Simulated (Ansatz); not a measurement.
What does this script print? It uses the Python package of Ansatz (0.2.0).

The script, `brclzn.py`:
```python
# -*- coding: utf-8 -*-
"""Relaxed scan of one distance in BrClZn."""

import ansatz as az
import numpy as np

BASIS = "def2-SVP"
XC = "PBE"
DISPERSION = "d3bj"

GEOMETRY = """
Cl   -1.75500    0.74590   -0.88790
Zn    0.04910    0.17230    0.04840
Br    1.69500   -0.98310    0.82620
"""


def main():
    molecule = az.Crystal.molecule()
    for line in GEOMETRY.strip().splitlines():
        symbol, *xyz = line.split()
        molecule = molecule.atom(symbol, [float(v) for v in xyz])

    model = molecule.calculation()
    model = model.basis(gaussian=BASIS)
    model = model.functional(XC, dispersion=DISPERSION)
    symbols = [site.symbol for site in molecule.cartesian_sites]
    pairs = [(0, 1), (1, 2)]
    print("held (A)   E (eV)        ", "  ".join(f"{symbols[i]}{i}-{symbols[j]}{j}" for i, j in pairs))
    for length in [1.94, 2.11, 2.28, 2.53, 2.85]:
        rep = model.relax(constraints=[az.DistanceConstraint((0, 1), at=length)], force_tolerance=0.02, max_steps=60).run().report
        xyz = np.array(rep["positions_ang"])
        print(f"{length:6.2f} {rep['free_energy_ev']:14.5f}  ", "  ".join(f"{np.linalg.norm(xyz[i] - xyz[j]):.3f}" for i, j in pairs))


if __name__ == "__main__":
    main()
```

```console
$ python brclzn.py
held (A)   E (eV)         Cl0-Zn1  Zn1-Br2
DeckWarning: relax.constraints: the input's atoms, or those drawn, lie off the distances that are held; a relaxation that starts there is brought onto them ahead of its first SCF, by positions alone, an atom by 8.60e-2 Å at the most. With the symmetry detection on, the symmetry is detected on the input's atoms as so [...]
  1.94  -130948.99192   1.940  2.236
  2.11  -130949.26497   2.110  2.234
  2.28  -130949.08227   2.280  2.233
  2.53  -130948.47566   2.530  2.235
  2.85  -130947.58309   2.850  2.241
```
(Warnings from the package without file and line, shortened, repeats left out.)

What to keep in mind:
- Total energies depend on the basis set; only differences at equal settings carry meaning.
- The energies are electronic: no zero-point or thermal terms, and the basis set is short of its limit.
- It ran for 56 s on 1 thread of Arm Neoverse V1 (shared host), peak memory 0.22 GiB.
